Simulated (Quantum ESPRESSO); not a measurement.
# Ga2As3 (Pm-3m) in Quantum ESPRESSO: single point with PBE

Aim: the single point of Ga2As3 with PBE.

Everything below comes from runs of Quantum ESPRESSO 7.5. Logs are shortened: lines on timing, memory, paths and dates and some standing lists are left out, and cuts for length are marked.

### Step 1. Starting point

It takes space group Pm-3m (No. 221, cubic). Conventional cell: a = 4.976 Å, b = 4.976 Å, c = 4.976 Å, α = 90.00°, β = 90.00°, γ = 90.00°. Ga (site symmetry m-3m) has 12 As at 3.52 Å as nearest neighbours. Ga (site symmetry m-3m) is surrounded by 6 As at 2.49 Å. As (site symmetry 4/mmm) has 2 Ga at 2.49 Å as nearest neighbours.

The cell was built by a generator and needn't be a form met in nature.

### Step 2. Single point, PBE

File run.py:

```python
import numpy as np
from ase.calculators.espresso import Espresso, EspressoProfile
from ase.io import read

atoms = read('POSCAR')

input_data = {
    'control': {'calculation': 'scf', 'prefix': 'pwscf', 'outdir': './tmp', 'tprnfor': True, 'tstress': True, 'disk_io': 'nowf'},
    'system': {'ecutwfc': 70.0, 'ecutrho': 560.0, 'nbnd': 29, 'occupations': 'smearing', 'smearing': 'fd', 'degauss': 0.00367493},
    'electrons': {'conv_thr': 1e-09, 'electron_maxstep': 120, 'mixing_beta': 0.5},
}
pseudopotentials = {'As': 'As.pbe-n-rrkjus_psl.0.2.UPF', 'Ga': 'Ga.pbe-dn-kjpaw_psl.1.0.0.UPF'}
profile = EspressoProfile(command='pw.x', pseudo_dir='pseudo')
dft = Espresso(profile=profile, input_data=input_data, pseudopotentials=pseudopotentials, kpts=(6, 6, 6), koffset=(0, 0, 0))
atoms.calc = dft

print(f'energy {atoms.get_potential_energy():.8f} eV')
print('forces (eV/A)')
print(np.round(atoms.get_forces(), 6))
print('stress (eV/A^3, Voigt)')
print(np.round(atoms.get_stress(), 8))
print(f'Fermi level {dft.get_fermi_level():.4f} eV')
```

File POSCAR:

```
Ga2As3
1.0
    4.9762400000      0.0000000000      0.0000000000
    0.0000000000      4.9762400000      0.0000000000
    0.0000000000      0.0000000000      4.9762400000
Ga As
2 3
Direct
    0.0000000000      0.0000000000      0.0000000000
    0.5000000000      0.5000000000      0.5000000000
    0.0000000000      0.5000000000      0.5000000000
    0.5000000000      0.0000000000      0.5000000000
    0.5000000000      0.5000000000      0.0000000000
```

Potentials or basis: SSSP 1.3 efficiency PBE.

Launch:

```sh
> OMP_NUM_THREADS=1 python run.py
```

Standard output:

```text
energy -8302.41980331 eV
forces (eV/A)
[[0. 0. 0.]
 [0. 0. 0.]
 [0. 0. 0.]
 [0. 0. 0.]
 [0. 0. 0.]]
stress (eV/A^3, Voigt)
[-0.00094754 -0.00094754 -0.00094754 -0.         -0.         -0.        ]
Fermi level 5.7641 eV
```

espresso.pwi:

```text
&CONTROL
   calculation      = 'scf'
   tstress          = .true.
   tprnfor          = .true.
   outdir           = './tmp'
   prefix           = 'pwscf'
   disk_io          = 'nowf'
   pseudo_dir       = 'pseudo'
/
&SYSTEM
   nbnd             = 29
   ecutwfc          = 70.0
   ecutrho          = 560.0
   occupations      = 'smearing'
   degauss          = 0.00367493
   smearing         = 'fd'
   ntyp             = 2
   nat              = 5
   ibrav            = 0
/
&ELECTRONS
   electron_maxstep = 120
   conv_thr         = 1e-09
   mixing_beta      = 0.5
/
&IONS
/
&CELL
/
&FCP
/
&RISM
/
ATOMIC_SPECIES
Ga 69.723 Ga.pbe-dn-kjpaw_psl.1.0.0.UPF
As 74.921595 As.pbe-n-rrkjus_psl.0.2.UPF

K_POINTS automatic
6 6 6  0 0 0

CELL_PARAMETERS angstrom
4.97624000000000 0.00000000000000 0.00000000000000
0.00000000000000 4.97624000000000 0.00000000000000
0.00000000000000 0.00000000000000 4.97624000000000

ATOMIC_POSITIONS angstrom
Ga 0.0000000000 0.0000000000 0.0000000000  
Ga 2.4881200000 2.4881200000 2.4881200000  
As 0.0000000000 2.4881200000 2.4881200000  
As 2.4881200000 0.0000000000 2.4881200000  
As 2.4881200000 2.4881200000 0.0000000000
```

espresso.pwo:

```text
This program is part of the open-source Quantum ESPRESSO suite
     for quantum simulation of materials; please cite
         "P. Giannozzi et al., J. Phys.:Condens. Matter 21 395502 (2009);
         "P. Giannozzi et al., J. Phys.:Condens. Matter 29 465901 (2017);
         "P. Giannozzi et al., J. Chem. Phys. 152 154105 (2020);
     in publications or presentations arising from this work. More details at

Warning: card &CELL ignored
Warning: card &FCP ignored
Warning: card &RISM ignored

     file Ga.pbe-dn-kjpaw_psl.1.0.0.UPF: wavefunction(s)  4S renormalized
     Message from routine setup:
     using ibrav=0 with symmetry is DISCOURAGED, use correct ibrav instead

     G-vector sticks info
     --------------------
     sticks:   dense  smooth     PW     G-vecs:    dense   smooth      PW
     Sum        3945    1969    561               186311    65795   10059

     Using Slab Decomposition

     bravais-lattice index     =            0
     lattice parameter (alat)  =       9.4037  a.u.
     unit-cell volume          =     831.5733 (a.u.)^3
     number of atoms/cell      =            5
     number of atomic types    =            2
     number of electrons       =        41.00
     number of Kohn-Sham states=           29
     kinetic-energy cutoff     =      70.0000  Ry
     charge density cutoff     =     560.0000  Ry
     scf convergence threshold =      1.0E-09
     mixing beta               =       0.5000
     number of iterations used =            8  plain     mixing
     Exchange-correlation= PBE
                           (   1   4   3   4   0   0   0)

     celldm(1)=   9.403731  celldm(2)=   0.000000  celldm(3)=   0.000000
     celldm(4)=   0.000000  celldm(5)=   0.000000  celldm(6)=   0.000000

     crystal axes: (cart. coord. in units of alat)
               a(1) = (   1.000000   0.000000   0.000000 )
               a(2) = (   0.000000   1.000000   0.000000 )
               a(3) = (   0.000000   0.000000   1.000000 )

     reciprocal axes: (cart. coord. in units 2 pi/alat)
               b(1) = (  1.000000  0.000000  0.000000 )
               b(2) = (  0.000000  1.000000  0.000000 )
               b(3) = (  0.000000  0.000000  1.000000 )

     PseudoPot. # 1 for Ga read from file:
     Ga.pbe-dn-kjpaw_psl.1.0.0.UPF
     Pseudo is Projector augmented-wave + core cor, Zval = 13.0
     Generated using "atomic" code by A. Dal Corso  v.5.1
     Shape of augmentation charge: PSQ
     Using radial grid of 1205 points,  6 beta functions with:
                l(1) =   0
                l(2) =   0
                l(3) =   1
                l(4) =   1
                l(5) =   2
                l(6) =   2
     Q(r) pseudized with 0 coefficients

     PseudoPot. # 2 for As read from file:
     As.pbe-n-rrkjus_psl.0.2.UPF
     Pseudo is Ultrasoft + core correction, Zval =  5.0
     Generated using "atomic" code by A. Dal Corso  v.5.0.99 svn rev. 10869
     Using radial grid of 1209 points,  4 beta functions with:
                l(1) =   0
                l(2) =   0
                l(3) =   1
                l(4) =   1
     Q(r) pseudized with 0 coefficients

     atomic species   valence    mass     pseudopotential
     Ga               13.00    69.72300     Ga( 1.00)
     As                5.00    74.92159     As( 1.00)

     48 Sym. Ops., with inversion, found

   Cartesian axes

     site n.     atom                  positions (alat units)
         1        Ga     tau(   1) = (   0.0000000   0.0000000   0.0000000  )
         2        Ga     tau(   2) = (   0.5000000   0.5000000   0.5000000  )
         3        As     tau(   3) = (   0.0000000   0.5000000   0.5000000  )
         4        As     tau(   4) = (   0.5000000   0.0000000   0.5000000  )
         5        As     tau(   5) = (   0.5000000   0.5000000   0.0000000  )

     number of k points=    20  Fermi-Dirac smearing, width (Ry)=  0.0037
                       cart. coord. in units 2pi/alat
        k(    1) = (   0.0000000   0.0000000   0.0000000), wk =   0.0092593
        k(    2) = (   0.0000000   0.0000000   0.1666667), wk =   0.0555556
        k(    3) = (   0.0000000   0.0000000   0.3333333), wk =   0.0555556
        k(    4) = (   0.0000000   0.0000000  -0.5000000), wk =   0.0277778
        k(    5) = (   0.0000000   0.1666667   0.1666667), wk =   0.1111111
        k(    6) = (   0.0000000   0.1666667   0.3333333), wk =   0.2222222
[... 12 lines left out ...]
        k(   19) = (   0.3333333  -0.5000000  -0.5000000), wk =   0.0555556
        k(   20) = (  -0.5000000  -0.5000000  -0.5000000), wk =   0.0092593

     Dense  grid:   186311 G-vectors     FFT dimensions: (  72,  72,  72)

     Smooth grid:    65795 G-vectors     FFT dimensions: (  54,  54,  54)

     Initial potential from superposition of free atoms

     starting charge      40.9934, renormalised to      41.0000
     Starting wfcs are   30 randomized atomic wfcs

     Self-consistent Calculation

     iteration #  1     ecut=    70.00 Ry     beta= 0.50
     Davidson diagonalization with overlap
     ethr =  1.00E-02,  avg # of iterations =  4.8

     Threshold (ethr) on eigenvalues was too large:
     Diagonalizing with lowered threshold

     Davidson diagonalization with overlap
     ethr =  6.43E-05,  avg # of iterations = 11.8

     total energy              =    -610.20785822 Ry
     estimated scf accuracy    <       0.04810537 Ry

     iteration #  2     ecut=    70.00 Ry     beta= 0.50
     Davidson diagonalization with overlap
     ethr =  1.17E-04,  avg # of iterations =  2.0
[... 18 lines left out ...]
     iteration #  5     ecut=    70.00 Ry     beta= 0.50
     Davidson diagonalization with overlap
     ethr =  8.06E-07,  avg # of iterations =  4.2

     total energy              =    -610.21661890 Ry
     estimated scf accuracy    <       0.00000510 Ry

     iteration #  6     ecut=    70.00 Ry     beta= 0.50
     Davidson diagonalization with overlap
     c_bands:  1 eigenvalues not converged
     c_bands:  1 eigenvalues not converged
     ethr =  1.24E-08,  avg # of iterations = 11.8

     total energy              =    -610.21665337 Ry
     estimated scf accuracy    <       0.00000244 Ry

     iteration #  7     ecut=    70.00 Ry     beta= 0.50
     Davidson diagonalization with overlap
     ethr =  5.96E-09,  avg # of iterations =  3.1

     total energy              =    -610.21665359 Ry
     estimated scf accuracy    <       0.00000061 Ry
[... 26 lines left out ...]
     total energy              =    -610.21665376 Ry
     estimated scf accuracy    <       0.00000001 Ry

     iteration # 12     ecut=    70.00 Ry     beta= 0.50
     Davidson diagonalization with overlap
     ethr =  3.36E-11,  avg # of iterations =  4.6

     End of self-consistent calculation

          k = 0.0000 0.0000 0.0000 (  8217 PWs)   bands (ev):

    -9.2636  -9.2636  -9.0661  -9.0661  -9.0661  -8.6814  -8.6814  -8.6798
    -8.6798  -8.6798  -6.9737  -3.4371  -3.4371   1.1642   1.1642   1.1642
     1.2164   4.5783   5.8706   5.8706   5.8706   5.9265   5.9265   5.9265
    10.7367  10.7367  10.7367  11.0303  11.0312

          k = 0.0000 0.0000 0.1667 (  8241 PWs)   bands (ev):

    -9.2633  -9.2529  -9.0669  -9.0669  -9.0660  -8.6812  -8.6808  -8.6801
    -8.6801  -8.6798  -6.8541  -3.7923  -3.4250   0.6326   1.2669   1.2669
     2.1848   4.0332   5.4734   5.4734   5.6749   5.9772   5.9772   6.7994
     9.8434  10.3348  10.3348  11.3262  11.7133
[... 43 lines left out ...]
          k = 0.0000 0.3333-0.5000 (  8228 PWs)   bands (ev):

    -9.2468  -9.2009  -9.0725  -9.0695  -9.0686  -8.6840  -8.6808  -8.6805
    -8.6798  -8.6778  -5.7623  -4.8776  -4.2881  -0.0357   0.5255   1.9964
     3.9764   4.2415   4.7022   5.1241   5.1835   5.8410   7.1589   8.1171
     8.5032   9.0856  10.7798  11.3749  12.6610

          k = 0.0000-0.5000-0.5000 (  8260 PWs)   bands (ev):

    -9.2445  -9.1912  -9.0736  -9.0696  -9.0696  -8.6849  -8.6807  -8.6807
    -8.6796  -8.6772  -5.3503  -4.8381  -4.8381  -0.1573   0.3547   2.1405
     4.2148   4.2148   4.6952   4.8485   4.8485   6.6605   7.7098   7.7328
     9.0864   9.0864  10.6518  11.2997  11.2997

          k = 0.1667 0.1667 0.1667 (  8262 PWs)   bands (ev):

    -9.2467  -9.2467  -9.0678  -9.0678  -9.0677  -8.6808  -8.6806  -8.6806
    -8.6802  -8.6802  -6.6160  -3.8748  -3.8748  -0.2139   1.7367   2.1999
     2.1999   4.2510   4.6284   4.6284   6.2622   6.2622   6.2824   7.0971
     8.5001  10.3165  10.3165  11.7213  11.7213
[... 22 lines left out ...]
          k = 0.1667 0.3333-0.5000 (  8210 PWs)   bands (ev):

    -9.2341  -9.2006  -9.0725  -9.0705  -9.0695  -8.6839  -8.6818  -8.6813
    -8.6792  -8.6777  -5.6481  -4.8467  -4.3119  -0.9120   0.6194   3.1507
     3.1513   3.5899   4.4872   5.4391   5.8141   6.4585   7.1992   8.4967
     8.6810   9.5978  10.5220  11.1383  12.6160

          k = 0.1667-0.5000-0.5000 (  8208 PWs)   bands (ev):

    -9.2311  -9.1912  -9.0735  -9.0705  -9.0705  -8.6848  -8.6817  -8.6817
    -8.6789  -8.6772  -5.2395  -4.8091  -4.8091  -1.0826   0.4999   3.3067
     3.3067   3.3692   4.0107   5.9407   5.9407   6.6782   7.7246   8.5784
     9.3171   9.3171  10.6846  11.0732  11.0732

          k = 0.3333 0.3333 0.3333 (  8204 PWs)   bands (ev):

    -9.2106  -9.2106  -9.0715  -9.0714  -9.0714  -8.6834  -8.6828  -8.6828
    -8.6781  -8.6781  -5.6329  -4.4844  -4.4844  -1.6378   0.8462   2.7766
     2.7766   4.0128   4.8609   4.8609   7.1190   7.1190   7.1702   7.7868
     9.1771  10.3104  10.3104  12.0799  12.0799

          k = 0.3333 0.3333-0.5000 (  8194 PWs)   bands (ev):

    -9.2105  -9.1980  -9.0724  -9.0723  -9.0714  -8.6840  -8.6836  -8.6829
    -8.6780  -8.6775  -5.3213  -4.7824  -4.4559  -1.9020   0.8206   2.5297
     2.7958   3.5157   4.9061   5.8618   6.9347   7.1869   7.3807   9.1761
     9.1981  10.3153  10.4830  10.5196  11.9313

          k = 0.3333-0.5000-0.5000 (  8224 PWs)   bands (ev):

    -9.2045  -9.1911  -9.0733  -9.0723  -9.0723  -8.6848  -8.6837  -8.6837
    -8.6777  -8.6771  -4.9432  -4.7491  -4.7491  -2.2667   0.9137   2.5211
     2.5211   2.9093   5.4019   6.7141   7.1696   7.1696   7.7546   9.8142
     9.8142  10.0296  10.4490  10.6364  10.6364

          k =-0.5000-0.5000-0.5000 (  8240 PWs)   bands (ev):

    -9.1911  -9.1911  -9.0732  -9.0732  -9.0732  -8.6847  -8.6847  -8.6847
    -8.6771  -8.6771  -4.7181  -4.7181  -4.7181  -2.8122   1.3252   2.2392
     2.2392   2.2392   6.7324   6.7324   7.7699   7.7699   7.7699   9.7301
     9.7301   9.7301  10.8178  10.8178  10.8178

     the Fermi energy is     5.7641 ev

!    total energy              =    -610.21665376 Ry
     estimated scf accuracy    <          2.9E-11 Ry
     smearing contrib. (-TS)   =      -0.00348299 Ry
     internal energy E=F+TS    =    -610.21317078 Ry

     The total energy is F=E-TS. E is the sum of the following terms:
     one-electron contribution =    -250.14781577 Ry
     hartree contribution      =     156.81222316 Ry
     xc contribution           =    -103.51121722 Ry
     ewald contribution        =    -190.86397668 Ry
     one-center paw contrib.   =    -222.50238427 Ry

     convergence has been achieved in  12 iterations

     Forces acting on atoms (cartesian axes, Ry/au):

     atom    1 type  1   force =     0.00000000    0.00000000    0.00000000
     atom    2 type  1   force =     0.00000000    0.00000000    0.00000000
     atom    3 type  2   force =     0.00000000    0.00000000    0.00000000
     atom    4 type  2   force =     0.00000000    0.00000000    0.00000000
     atom    5 type  2   force =     0.00000000    0.00000000    0.00000000

     Total force =     0.000000     Total SCF correction =     0.000000

     Computing stress (Cartesian axis) and pressure

          total   stress  (Ry/bohr**3)                   (kbar)     P=        1.52
   0.00001032   0.00000000   0.00000000            1.52        0.00        0.00
   0.00000000   0.00001032   0.00000000            0.00        1.52        0.00
   0.00000000   0.00000000   0.00001032            0.00        0.00        1.52

=------------------------------------------------------------------------------=
   JOB DONE.
=------------------------------------------------------------------------------=
```

Wall time 6 min (1 thread of Arm Neoverse N1, shared host); peak memory 0.73 GiB.

Results:

```
Free energy            : -8302.4205 eV
Pressure               : 0.2 GPa
Band gap on the k mesh : none (metal or under the smearing width)
```
